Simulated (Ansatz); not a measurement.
# AlH₄NO₂: one species, many methods

The task here is to estimate one member of a computed series from the others.

Program: Ansatz 0.2.0, Gaussian basis. Level of theory: functionals in def2-TZVPP, the program's frozen cores in correlated methods. These are calculated values, not measurements.

Plan: LDA (SPW92), PBE-D4, revPBE-D4, BLYP-D4, r2SCAN-D4, B97M-V, PBE0-D4, B3LYP-D4, r2SCANh-D4, r2SCAN0-D4, HSE06-D4, BHLYP-D4, CAM-B3LYP-D4, LC-ωPBE, ωB97X-V, ωB97M-V, B2PLYP, PBE-QIDH; CCSD(T)/def2-SVP; CCSD(T)/def2-TZVPP; MP2/def2-QZVPP; extrapolation to the limit; RPA on PBE.

## Structure used throughout

All runs share one geometry, relaxed beforehand with PBE0-D4 in a triple-zeta def2 set.

SMILES `[NH2][Al]([OH])[OH]`, 8 atoms, charge 0, spin multiplicity 1.

Atoms are counted from 1 here; the program's logs count them from 0.

Bond lengths: N1–Al2 1.760 Å, N1–H5 1.005 Å, N1–H6 1.006 Å, Al2–O3 1.695 Å, Al2–O4 1.692 Å, O3–H7 0.954 Å, O4–H8 0.955 Å. Angles: Al2–N1–H5 126.0°, Al2–N1–H6 123.5°, H5–N1–H6 110.5°, N1–Al2–O3 123.6°, N1–Al2–O4 117.6°, O3–Al2–O4 118.8°, Al2–O3–H7 124.8°, Al2–O4–H8 122.2°.

Set-up of the first run:

File in.yaml:

```yaml
crystal:
  periodic: [false, false, false]
  atoms:
    - {symbol: N, position_ang: [-0.453429, 1.370910, 0.159025]}
    - {symbol: Al, position_ang: [0.021873, -0.314298, -0.015219]}
    - {symbol: O, position_ang: [1.569448, -0.806071, -0.500936]}
    - {symbol: O, position_ang: [-1.140118, -1.496126, 0.324229]}
    - {symbol: H, position_ang: [0.132756, 2.170044, -0.009024]}
    - {symbol: H, position_ang: [-1.372578, 1.661963, 0.447701]}
    - {symbol: H, position_ang: [2.286991, -0.213761, -0.712702]}
    - {symbol: H, position_ang: [-0.952843, -2.429760, 0.251225]}
basis:
  gaussian: {orbitals: def2-TZVPP}
hamiltonian: {xc: lda}
output: {orbitals: {seedname: orbitals}}
```

Among the steps run: LDA; PBE-D4 (GGA); revPBE-D4 (GGA); BLYP-D4 (GGA); r2SCAN-D4 (meta-GGA); B97M-V (meta-GGA); PBE0-D4 (hybrid); B3LYP-D4 (hybrid); r2SCANh-D4 (hybrid); r2SCAN0-D4 (hybrid); HSE06-D4 (hybrid); BHLYP-D4 (hybrid); CAM-B3LYP-D4 (range-separated); LC-ωPBE-D4 (range-separated; the results give it without D4); ωB97X-V (range-separated); ωB97M-V (range-separated); B2PLYP (double hybrid); PBE-QIDH (double hybrid).

One of the session's tables, all rows but one given; the rest of the session is left out.

It belongs to the step «Orbital energies across the functionals». 

```
  functional  HOMO (eV)  gap (eV)
 LDA (SPW92)      -6.07      4.88
      PBE-D4      -5.88      4.88
   revPBE-D4      -5.81      4.93
     BLYP-D4      -5.76      4.75
   r2SCAN-D4      -6.19      5.74
      B97M-V      -6.22      5.39
     PBE0-D4      -7.34      7.18
    B3LYP-D4      -7.09      6.59
  r2SCANh-D4          ?         ?
  r2SCAN0-D4      -7.56      7.74
    HSE06-D4      -6.93      6.41
    BHLYP-D4      -8.71      9.20
CAM-B3LYP-D4      -8.82      9.45
     LC-ωPBE     -10.28     12.24
     ωB97X-V      -9.86     11.59
     ωB97M-V      -9.76     11.11
```

**Question.** Estimate the row for r2SCANh-D4.

Worked estimate for «HOMO (eV)». Against the share of exact exchange, r2SCAN-D4 (0, -6.19), r2SCAN0-D4 (0.25, -7.56) give a slope of -5.48 per unit share; at 0.1 the line stands at -6.74.

**Answer.** HOMO (eV): -6.74; gap (eV): 6.54. In «HOMO (eV)» the line misses by 0.00.
